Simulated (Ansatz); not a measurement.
# C2H6AlGeN: basis-set convergence

How large a basis does C2H6AlGeN need? Two functionals are run in growing sets.

The runs use Ansatz 0.2.0, Gaussian basis; one geometry, several basis sets.

Plan: PBE0-D4/def2-SVP; ωB97M-V/def2-SVP; PBE0-D4/def2-QZVPP; ωB97M-V/def2-QZVPP; the functionals' def2-TZVPP values are taken from earlier runs.

## 1. The relaxed structure

An earlier PBE0-D4 in a triple-zeta def2 set relaxation fixed the geometry.

SMILES `[CH3][GeH2][AlH][C]#N`, 11 atoms, charge 0, spin multiplicity 1.

Atoms are counted from 1 here; the program's logs count them from 0.

Bond lengths: C1–Ge2 1.960 Å, C1–H6 1.090 Å, C1–H7 1.090 Å, C1–H8 1.090 Å, Ge2–Al3 2.469 Å, Ge2–H9 1.545 Å, Ge2–H10 1.544 Å, Al3–C4 1.945 Å, Al3–H11 1.579 Å, C4–N5 1.155 Å. Angles: Ge2–C1–H6 110.2°, Ge2–C1–H7 110.3°, Ge2–C1–H8 110.0°, H6–C1–H7 108.5°, H6–C1–H8 109.0°, H7–C1–H8 108.9°, C1–Ge2–Al3 112.9°, C1–Ge2–H9 109.5°, C1–Ge2–H10 109.8°, Al3–Ge2–H9 108.5°, Al3–Ge2–H10 109.8°, H9–Ge2–H10 106.1°, Ge2–Al3–C4 115.9°, Ge2–Al3–H11 128.9°, C4–Al3–H11 115.3°, Al3–C4–N5 176.5°.

## 2. PBE0-D4 in def2-SVP

in.yaml

```yaml
crystal:
  periodic: [false, false, false]
  atoms:
    - {symbol: C, position_ang: [-1.076839, 0.055393, -1.409223]}
    - {symbol: Ge, position_ang: [-0.020091, -1.161738, -0.293950]}
    - {symbol: Al, position_ang: [1.069725, -0.021431, 1.606041]}
    - {symbol: C, position_ang: [1.011413, 1.922943, 1.575700]}
    - {symbol: N, position_ang: [0.942126, 3.072966, 1.496961]}
    - {symbol: H, position_ang: [-0.447974, 0.861403, -1.787785]}
    - {symbol: H, position_ang: [-1.887472, 0.494145, -0.827101]}
    - {symbol: H, position_ang: [-1.502673, -0.488336, -2.252989]}
    - {symbol: H, position_ang: [1.072774, -1.832592, -1.156579]}
    - {symbol: H, position_ang: [-0.916111, -2.306371, 0.227070]}
    - {symbol: H, position_ang: [1.820624, -0.653382, 2.842455]}
basis:
  gaussian: {orbitals: def2-SVP}
hamiltonian: {xc: pbe0, dispersion: d4}
output: {orbitals: {seedname: orbitals}}
```

Started as:

```bash
> ansatz run in.yaml --threads 4 --pin off --events-out ev --progress --plain --max-ram 10444MiB
```

The runs that follow: ωB97M-V in def2-SVP; PBE0-D4 in def2-QZVPP; ωB97M-V in def2-QZVPP.

Q: Predict the results of all the runs planned. Wanted: PBE0-D4: double and triple zeta above quadruple; ωB97M-V: double and triple zeta above quadruple.

The runs gave:

| quantity | value |
| --- | --- |
| PBE0-D4: double and triple zeta above quadruple | 15.20, 1.61 eV |
| ωB97M-V: double and triple zeta above quadruple | 15.33, 1.57 eV |

**Reading.** For PBE0-D4 the step from double to triple zeta gains 13.58 eV and the next only 1.61 eV. These are total energies; as a rule much of such shifts cancels in differences, which this series doesn't test.
